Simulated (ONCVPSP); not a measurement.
# Pseudopotential generation for Er: ONCV, PBEsol

Do these settings give a usable potential? It is generated, then checked for transferability, scattering, ghosts and hardness.

Method: ONCVPSP 4.0.1, PBEsol, scalar-relativistic.

## Step 1: Settings

The settings as typed:

```
element                 : erbium (Er, Z = 68)
type                    : optimised norm-conserving Vanderbilt (ONCV)
frozen core             : [Kr] 4d10
valence charge          : 22
reference configuration : 4f12 5s2 5p6 6s2
partial waves           : 5s+6s: rc 1.95 bohr, ncon 3, nbas 7, qcut 8.1 1/bohr, 2 projectors; 5p: rc 2.05 bohr, ncon 4, nbas 7, qcut 6 1/bohr, 3 projectors, debl 3.5 Ha; d scattering state at 0.03 Ha: rc 1.65 bohr, ncon 3, nbas 6, qcut 6.4 1/bohr, 3 projectors, debl 1 Ha; 4f: rc 0.65 bohr, ncon 3, nbas 7, qcut 19.2 1/bohr, 2 projectors, debl 2.9 Ha
local potential         : polynomial inside 0.60 bohr (lpopt 5, dvloc0 0 Ha)
core correction         : not asked for
```

The outer shells as boxes (Hund's rule for the drawing; the calculation is spin-unpolarised):

```
[Kr] core
4d [↑↓][↑↓][↑↓][↑↓][↑↓]
4f [↑↓][↑↓][↑↓][↑↓][↑↓][↑ ][↑ ]
5s [↑↓]
5p [↑↓][↑↓][↑↓]
6s [↑↓]
```

## Step 2: Generating the potential

File Er.dat:

```
# ATOM AND REFERENCE CONFIGURATION
# atsym  z   nc   nv     iexc    psfile
  Er 68.00    9    4  -116133      upf
#
#   n    l    f
    1    0    2.00
    2    0    2.00
    2    1    6.00
    3    0    2.00
    3    1    6.00
    3    2   10.00
    4    0    2.00
    4    1    6.00
    4    2   10.00
    4    3   12.00
    5    0    2.00
    5    1    6.00
    6    0    2.00
#
# PSEUDOPOTENTIAL AND OPTIMIZATION
# lmax
    3
#
#   l,   rc,      ep,       ncon, nbas, qcut
    0    1.95    0.00    3    7    8.10
    1    2.05    0.00    4    7    6.00
    2    1.65    0.03    3    6    6.40
    3    0.65    0.00    3    7   19.20
#
# LOCAL POTENTIAL
# lloc, lpopt,  rc(5),   dvloc0
    4    5    0.60    0.00
#
# VANDERBILT-KLEINMAN-BYLANDER PROJECTORs
# l, nproj, debl
    0    2    0.40
    1    3    3.50
    2    3    1.00
    3    2    2.90
#
# MODEL CORE CHARGE
# icmod, fcfact, rcfact
    0    0.00    0.00
#
# LOG DERIVATIVE ANALYSIS
# epsh1, epsh2, depsh
   -3.00    5.00    0.02
#
# OUTPUT GRID
# rlmax, drl
    6.00    0.01
#
# TEST CONFIGURATIONS
# ncnf
    4
# nvcnf
#   n    l    f
    4
    4    3   12.00
    5    0    2.00
    5    1    6.00
    6    0    1.00
#
    4
    4    3   12.00
    5    0    2.00
    5    1    6.00
    6    0    0.00
#
    4
    4    3   11.00
    5    0    2.00
    5    1    6.00
    6    0    0.00
#
    5
    4    3   11.00
    5    0    2.00
    5    1    6.00
    6    0    2.00
    5    2    1.00
#
```

Launch:

```
$ oncvpsp.x < Er.dat > Er.out
```

What does the calculation give? Wanted: cutoffs; bound ghosts; GHOST(+) flags; largest phase difference near zero energy, channels read; projector energies reset by the program.

As calculated:

```
                                                quantity                                                                            value
                                                 cutoffs                                                                   not determined
                                            bound ghosts                                                s at -1043.29 eV, p at -182.56 eV
                                          GHOST(+) flags  s at 129 eV, d at 77 eV, d at 1206 eV (1 near or above the test basis's cutoff)
largest phase difference near zero energy, channels read                                                                        0.000 rad
                 projector energies reset by the program                                                        d: 0.050, 1.050, 2.050 Ha
```

What this shows: It has a bound ghost (s, p), a state that the atom doesn't have, and that rules the file out. Near zero energy the phases of the channels with partial waves agree within 0.001 rad. The program also flags highly localised states, GHOST(+) (s, d).
